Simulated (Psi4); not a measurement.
# CHAlFO+ (SMILES [O+]#[C][AlH][F]) at HF/def2-SVP

We compute a single-point energy of CHAlFO+. 

The calculation is run with Psi4 1.11.

4 further runs of the same task are left out: 4 set aside as unsound or not needed.

### Step 1. The structure to begin with

The species is CHAlFO+ (5 atoms), meant as a singlet with charge +1. SMILES: `[O+]#[C][AlH][F]`. Geometry: a GFN2-xTB relaxation, a rough one for these elements and not checked as a minimum.

Bond lengths: O1–C2 1.103 Å, C2–Al3 2.205 Å, Al3–F4 1.616 Å, Al3–H5 1.492 Å. Angles: O1–C2–Al3 171.0°, C2–Al3–F4 96.6°, C2–Al3–H5 117.4°, F4–Al3–H5 146.0°.

### Step 2. A single-point energy at HF/def2-SVP

job.inp reads:

```
memory 1600 MB

molecule mol {
  1 1
  O      0.875470    -1.765280     1.316800
  C      0.590070    -0.886690     0.714870
  Al    -0.292060     0.719910    -0.510680
  F     -1.742320     0.033220    -0.702740
  H      0.568840     1.898850    -0.818240
  symmetry c1
  no_reorient
  no_com
}

set basis def2-SVP
set puream true
set e_convergence 1e-09
set d_convergence 1e-08
set scf_type pk

energy("hf")
```

The run is started by

```
psi4 job.inp job.out -n 1
```

Q: Predict the results. Wanted: total energy; HOMO energy; LUMO energy; HOMO–LUMO gap.

Computed results:

Level: HF/def2-SVP.

| quantity | value |
| --- | --- |
| total energy | -454.22305 Eh |
| HOMO energy | -20.07 eV |
| LUMO energy | -5.16 eV |
| HOMO–LUMO gap | 14.92 eV |
